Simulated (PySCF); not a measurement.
# C7H10: the cost of one run

Program: PySCF 2.14.0. Level of theory: levels as typed in each script, gas phase, geometry from GFN2-xTB. These are calculated values, not measurements.

## 1. Starting geometry

SMILES `C#CC/C=C/CC`, 17 atoms, charge 0, spin multiplicity 1.

Bond lengths: C1–C2 1.196 Å, C1–H8 1.049 Å, C2–C3 1.451 Å, C3–C4 1.502 Å, C3–H9 1.096 Å, C3–H10 1.093 Å, C4–C5 1.321 Å, C4–H11 1.082 Å, C5–C6 1.496 Å, C5–H12 1.083 Å, C6–C7 1.529 Å, C6–H13 1.092 Å, C6–H14 1.094 Å, C7–H15 1.088 Å, C7–H16 1.088 Å, C7–H17 1.088 Å. Angles: C2–C1–H8 179.0°, C1–C2–C3 178.3°, C2–C3–C4 110.4°, C2–C3–H9 108.5°, C2–C3–H10 109.3°, C4–C3–H9 109.8°, C4–C3–H10 110.4°, H9–C3–H10 108.5°, C3–C4–C5 124.3°, C3–C4–H11 115.2°, C5–C4–H11 120.5°, C4–C5–C6 124.7°, C4–C5–H12 120.1°, C6–C5–H12 115.2°, C5–C6–C7 110.9°, C5–C6–H13 109.9°, C5–C6–H14 109.2°, C7–C6–H13 109.7° and more.

Coordinates:

```xyz
17

C    -3.1654   -1.1313   -0.1002
C    -2.4410   -0.1947    0.0709
C    -1.5333    0.9227    0.2547
C    -0.2079    0.6304   -0.3886
C     0.9415    0.5820    0.2616
C     2.2632    0.2739   -0.3668
C     2.8660   -0.9990    0.2272
H    -3.8123   -1.9452   -0.2381
H    -1.9801    1.8121   -0.2042
H    -1.4046    1.1106    1.3242
H    -0.2440    0.4438   -1.4542
H     0.9689    0.7580    1.3303
H     2.1425    0.1555   -1.4453
H     2.9489    1.1082   -0.1908
H     2.2081   -1.8459    0.0454
H     2.9990   -0.8922    1.3016
H     3.8343   -1.2085   -0.2216
```

## 2. Density, bond paths and surface potential (wB97X/def2-svpd)

File input.py:

```python
import numpy as np
from pyscf import gto, scf, dft
from pyscf.scf import atom_ks, atom_hf
from scipy.linalg import block_diag

def solve(mol, dm0=None, hcore=None):
    mf = (dft.UKS if mol.spin else dft.RKS)(mol, xc='wb97x')
    mf.grids.level = 3
    mf = mf.density_fit(auxbasis='def2-universal-jkfit')
    mf.conv_tol, mf.max_cycle = 1e-8, 80
    if hcore is not None:
        mf.get_hcore = lambda *args: hcore
    mf.kernel(dm0)
    if not mf.converged:
        mf = mf.newton().run(mf.mo_coeff, mf.mo_occ, max_cycle=30)
    assert mf.converged, 'SCF not converged'
    return mf

mol = gto.M(atom='''
C     -3.16539    -1.13131    -0.10020
C     -2.44096    -0.19470     0.07086
C     -1.53325     0.92271     0.25473
C     -0.20788     0.63042    -0.38858
C      0.94149     0.58197     0.26161
C      2.26320     0.27388    -0.36684
C      2.86602    -0.99900     0.22718
H     -3.81228    -1.94523    -0.23807
H     -1.98006     1.81211    -0.20417
H     -1.40461     1.11057     1.32422
H     -0.24400     0.44377    -1.45419
H      0.96886     0.75797     1.33033
H      2.14245     0.15549    -1.44532
H      2.94888     1.10819    -0.19083
H      2.20815    -1.84590     0.04541
H      2.99901    -0.89225     1.30165
H      3.83426    -1.20848    -0.22162
''', basis='def2-svpd', charge=0, spin=0, verbose=4)
mf = solve(mol)
mf.analyze()
# spherically averaged free atoms, for the promolecule
atm = atom_ks.get_atm_nrks(mol, xc='wb97x')
pro = block_diag(*[(atm[a[0]][2] * atm[a[0]][3]) @ atm[a[0]][2].T for a in mol._atom])
np.savez('result.npz', e=mf.e_tot, c=mf.mo_coeff, occ=mf.mo_occ, eps=mf.mo_energy, pro=pro, dip=mf.dip_moment(verbose=0), s2=mf.spin_square()[0])
```

The run is started by

```console
> OMP_NUM_THREADS=1 python input.py
```

What time and memory should one allow on 1 thread of Intel Xeon at 2.50GHz (Skylake/Cascade Lake), shared host?

About 64 s, with a peak of 0.93 GiB.
